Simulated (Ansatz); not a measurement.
# CH₇N₂Y: small, medium and large basis sets

The task here is to estimate one member of a computed series from the others.

The runs use Ansatz 0.2.0, Gaussian basis; one geometry, several basis sets.

Levels to be run: PBE0-D4/def2-SVP; ωB97M-V/def2-SVP; PBE0-D4/def2-QZVPP; ωB97M-V/def2-QZVPP; the functionals' def2-TZVPP values are taken from earlier runs.

## The geometry

The geometry comes from an earlier relaxation with PBE0-D4 in a triple-zeta def2 set; it is a stationary point, not always the lowest conformer. Y takes the def2 core potential; no spin-orbit term is included.

SMILES `[CH3][Y]([NH2])[NH2]`, 11 atoms, charge 0, spin multiplicity 1.

Atoms are counted from 1 here; the program's logs count them from 0.

Bond lengths: C1–Y2 2.378 Å, C1–H5 1.099 Å, C1–H6 1.099 Å, C1–H7 1.100 Å, Y2–N3 2.144 Å, Y2–N4 2.144 Å, N3–H8 1.013 Å, N3–H9 1.014 Å, N4–H10 1.014 Å, N4–H11 1.013 Å. Angles: Y2–C1–H5 113.4°, Y2–C1–H6 113.5°, Y2–C1–H7 111.8°, H5–C1–H6 106.3°, H5–C1–H7 105.5°, H6–C1–H7 105.6°, C1–Y2–N3 119.6°, C1–Y2–N4 119.6°, N3–Y2–N4 120.8°, Y2–N3–H8 127.8°, Y2–N3–H9 126.1°, H8–N3–H9 106.0°, Y2–N4–H10 126.2°, Y2–N4–H11 127.8°, H10–N4–H11 106.0°.

Set-up of the first run:

in.yaml reads:

```yaml
crystal:
  periodic: [false, false, false]
  atoms:
    - {symbol: C, position_ang: [-1.202281, 1.695329, 0.090976]}
    - {symbol: Y, position_ang: [0.188165, -0.231017, -0.010025]}
    - {symbol: N, position_ang: [0.657100, -1.293422, 1.792033]}
    - {symbol: N, position_ang: [0.921364, -0.908414, -1.907624]}
    - {symbol: H, position_ang: [-0.961409, 2.447578, -0.673089]}
    - {symbol: H, position_ang: [-1.162903, 2.214503, 1.058552]}
    - {symbol: H, position_ang: [-2.261826, 1.443383, -0.067066]}
    - {symbol: H, position_ang: [1.221888, -2.128979, 1.891930]}
    - {symbol: H, position_ang: [0.348774, -1.050164, 2.727155]}
    - {symbol: H, position_ang: [0.744517, -0.474669, -2.807310]}
    - {symbol: H, position_ang: [1.506619, -1.714118, -2.095532]}
basis:
  gaussian: {orbitals: def2-SVP}
hamiltonian: {xc: pbe0, dispersion: d4}
output: {orbitals: {seedname: orbitals}}
```

Launch:

```bash
> ansatz run in.yaml --threads 4 --pin off --events-out ev --progress --plain --max-ram 10444MiB
```

Among the steps run: PBE0-D4 in def2-SVP; ωB97M-V in def2-SVP; PBE0-D4 in def2-QZVPP; ωB97M-V in def2-QZVPP.

One of the session's tables, all rows but one given; the rest of the session is left out.

It belongs to the step «Functionals by basis». 

```
functional       basis  HOMO (eV)  LUMO (eV)
   PBE0-D4    def2-SVP      -6.12      -1.20
   PBE0-D4  def2-TZVPP      -6.30      -1.31
   PBE0-D4  def2-QZVPP      -6.34      -1.34
   ωB97M-V    def2-SVP      -8.40       0.09
   ωB97M-V  def2-TZVPP          ?          ?
   ωB97M-V  def2-QZVPP      -8.63      -0.22
```

Estimate the missing values for ωB97M-V, def2-TZVPP.

**Answer.** HOMO (eV): -8.59; LUMO (eV): -0.07. In the column «HOMO (eV)» it lies between ωB97M-V, def2-QZVPP (-8.63) and ωB97M-V, def2-SVP (-8.40).
